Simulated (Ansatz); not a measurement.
# GaH₃O₂S: a ladder of functionals and wavefunction methods

One table from this session's results is given with a row withheld; the runs are named, their logs left out.

The runs use Ansatz 0.2.0, Gaussian basis; functionals in def2-TZVPP, the program's frozen cores in correlated methods.

The runs, in order: PBE-D4, r2SCAN-D4, PBE0-D4, B3LYP-D4, ωB97X-V, ωB97M-V, B2PLYP; CCSD(T)/def2-TZVPP; CCSD(T)/def2-QZVPP; extrapolation to the limit.

## Structure used throughout

The geometry comes from an earlier relaxation with PBE0-D4 in a triple-zeta def2 set; it is a stationary point, not always the lowest conformer.

SMILES `[OH][Ga]([OH])[SH]`, 7 atoms, charge 0, spin multiplicity 1.

Atoms are counted from 1 here; the program's logs count them from 0.

Bond lengths: O1–Ga2 1.779 Å, O1–H5 0.959 Å, Ga2–O3 1.775 Å, Ga2–S4 2.185 Å, O3–H6 0.961 Å, S4–H7 1.345 Å. Angles: Ga2–O1–H5 114.9°, O1–Ga2–O3 116.7°, O1–Ga2–S4 124.1°, O3–Ga2–S4 119.2°, Ga2–O3–H6 112.7°, Ga2–S4–H7 91.9°.

Set-up of the first run:

Input file in.yaml:

```yaml
crystal:
  periodic: [false, false, false]
  atoms:
    - {symbol: O, position_ang: [-1.807544, 0.325687, 0.319834]}
    - {symbol: Ga, position_ang: [-0.081941, 0.028703, 0.003392]}
    - {symbol: O, position_ang: [0.657049, -1.349614, 0.843911]}
    - {symbol: S, position_ang: [1.144922, 1.244178, -1.334478]}
    - {symbol: H, position_ang: [-2.179844, 1.076457, -0.146760]}
    - {symbol: H, position_ang: [0.034764, -1.817072, 1.406794]}
    - {symbol: H, position_ang: [2.232584, 0.491671, -1.092693]}
basis:
  gaussian: {orbitals: def2-TZVPP}
hamiltonian: {xc: pbe, dispersion: d4}
output: {forces: true, orbitals: {seedname: orbitals}}
```

Started as:

```sh
> ansatz run in.yaml --threads 2 --pin off --events-out ev --progress --plain --max-ram 32768MiB --backend cpu
```

Among the steps run: PBE-D4 (GGA); r2SCAN-D4 (meta-GGA); PBE0-D4 (hybrid); B3LYP-D4 (hybrid); ωB97X-V (range-separated); ωB97M-V (range-separated); B2PLYP (double hybrid); CCSD(T) in def2-TZVPP; CCSD(T) in def2-QZVPP.

One table of the session follows, with a row left open; its other results are not shown here.

| method | atomisation energy (kcal/mol) |
| --- | --- |
| PBE-D4 | 564.2 |
| r2SCAN-D4 | 558.5 |
| PBE0-D4 | 547.6 |
| B3LYP-D4 | 546.6 |
| ωB97X-V | 557.5 |
| ωB97M-V | 555.4 |
| B2PLYP | 547.0 |
| HF/def2-TZVPP | ? |
| MP2/def2-TZVPP | 563.4 |
| CCSD/def2-TZVPP | 533.0 |
| CCSD(T)/def2-TZVPP | 544.6 |
| MP2/CBS | 580.2 |
| CCSD(T)/CBS | 561.5 |

**Question.** Estimate the row for HF/def2-TZVPP.

The run gave: atomisation energy (kcal/mol): 368.9. In the column «atomisation energy (kcal/mol)» it is the lowest.

Caveats from the session: Free atoms (2 O, 1 Ga, 1 S, 3 H) were run apart at each level; the atomisation energy is their sum less the molecule, without zero-point or spin-orbit terms.
